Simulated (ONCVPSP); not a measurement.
# An ONCV potential for Er, from input to tests

Aim: build the potential from the settings below, then test how well it stands in for the atom: other configurations, scattering, ghost states and the plane-wave cutoff that it needs.

Program: ONCVPSP 4.0.1. Reference atom: PBE, scalar-relativistic, spherical and spin-unpolarised. All values are calculated.

### 1 Starting point

The settings as typed:

```json
{"element": "erbium (Er, Z = 68)", "type": "optimised norm-conserving Vanderbilt (ONCV)", "frozen core": "[Kr] 4d10", "valence charge": "22", "reference configuration": "4f12 5s2 5p6 6s1.75 6p0.25", "partial waves": "5s+6s: rc 1.75 bohr, ncon 3, nbas 6, qcut 5.4 1/bohr, 2 projectors; 5p+6p: rc 2.60 bohr, ncon 3, nbas 6, qcut 6 1/bohr, 2 projectors; d scattering state at 0.31 Ha: rc 2.70 bohr, ncon 5, nbas 10, qcut 3.2 1/bohr, 1 projector; 4f: rc 0.95 bohr, ncon 3, nbas 7, qcut 17.2 1/bohr, 2 projectors, debl 1.6 Ha", "local potential": "polynomial inside 0.70 bohr (lpopt 4, dvloc0 2 Ha)", "core correction": "polynomial model core, fcfact 0.2"}
```

The nodes and maxima of the atom's own shells, from an earlier all-electron run, set the scale for the radii.

All-electron outer shells of the reference configuration (PBE, scalar-relativistic, ld1.x):

```json
{"shell": "4d", "level (eV)": "-165.74", "outermost node (bohr)": "0.25", "outermost maximum (bohr)": "0.51"}
{"shell": "5s", "level (eV)": "-52.27", "outermost node (bohr)": "0.60", "outermost maximum (bohr)": "1.11"}
{"shell": "5p", "level (eV)": "-26.79", "outermost node (bohr)": "0.65", "outermost maximum (bohr)": "1.28"}
{"shell": "6s", "level (eV)": "-4.06", "outermost node (bohr)": "1.52", "outermost maximum (bohr)": "3.34"}
{"shell": "4f", "level (eV)": "-3.53", "outermost node (bohr)": "–", "outermost maximum (bohr)": "0.51"}
{"shell": "6p", "level (eV)": "-1.32", "outermost node (bohr)": "1.87", "outermost maximum (bohr)": "4.68"}
{"shell": "5d", "level (eV)": "-1.19", "outermost node (bohr)": "0.73", "outermost maximum (bohr)": "2.08"}
```

### 2 The generation run

The input, Er.dat:

```
# ATOM AND REFERENCE CONFIGURATION
# atsym  z   nc   nv     iexc    psfile
  Er 68.00    9    5        4      upf
#
#   n    l    f
    1    0    2.00
    2    0    2.00
    2    1    6.00
    3    0    2.00
    3    1    6.00
    3    2   10.00
    4    0    2.00
    4    1    6.00
    4    2   10.00
    4    3   12.00
    5    0    2.00
    5    1    6.00
    6    0    1.75
    6    1    0.25
#
# PSEUDOPOTENTIAL AND OPTIMIZATION
# lmax
    3
#
#   l,   rc,      ep,       ncon, nbas, qcut
    0    1.75    0.00    3    6    5.40
    1    2.60    0.00    3    6    6.00
    2    2.70    0.31    5   10    3.20
    3    0.95    0.00    3    7   17.20
#
# LOCAL POTENTIAL
# lloc, lpopt,  rc(5),   dvloc0
    4    4    0.70    2.00
#
# VANDERBILT-KLEINMAN-BYLANDER PROJECTORs
# l, nproj, debl
    0    2    1.00
    1    2    3.60
    2    1    1.10
    3    2    1.60
#
# MODEL CORE CHARGE
# icmod, fcfact, rcfact
    1    0.20    0.00
#
# LOG DERIVATIVE ANALYSIS
# epsh1, epsh2, depsh
   -3.00    5.00    0.02
#
# OUTPUT GRID
# rlmax, drl
    6.00    0.01
#
# TEST CONFIGURATIONS
# ncnf
    4
# nvcnf
#   n    l    f
    5
    4    3   12.00
    5    0    2.00
    5    1    6.00
    6    0    2.00
    6    1    0.00
#
    5
    4    3   12.00
    5    0    2.00
    5    1    6.00
    6    0    1.00
    6    1    0.00
#
    5
    4    3   12.00
    5    0    2.00
    5    1    6.00
    6    0    0.00
    6    1    0.00
#
    6
    4    3   12.00
    5    0    2.00
    5    1    6.00
    6    0    1.00
    6    1    0.00
    5    2    1.00
#
```

Run with:

```console
$ oncvpsp.x < Er.dat > Er.out
```

Before running it: what results should come out? Wanted: cutoffs for 1 and 0.1 mHa per electron, occupied waves; bound ghosts; GHOST(+) flags; largest phase difference near zero energy, channels read; rms error of d²Exc/dn², without and with the model core; projector energies reset by the program.

As calculated:

```
                                                quantity                            value
  cutoffs for 1 and 0.1 mHa per electron, occupied waves                129 Ha and 144 Ha
                                            bound ghosts  s at -219.30 eV, p at -14.14 eV
                                          GHOST(+) flags                       d at 81 eV
largest phase difference near zero energy, channels read                        0.006 rad
 rms error of d²Exc/dn², without and with the model core                4.31 and 1.93 mHa
                 projector energies reset by the program                      d: 0.050 Ha
```

A bound ghost (s, p) makes it unfit for use: electrons can fall into a state that the atom doesn't have. The potential is very hard: the looser tolerance needs 129 Ha. At the looser tolerance the 4f wave is the slowest; 5s needs 12 Ha. Near zero energy the phases of the channels with partial waves agree within 0.006 rad. The pseudo curves have a pole with no partner nearby in the atom's: p at -0.52 Ha. The program also flags highly localised states, GHOST(+) (d). These are tests on the free atom; a crystal test is still owed.
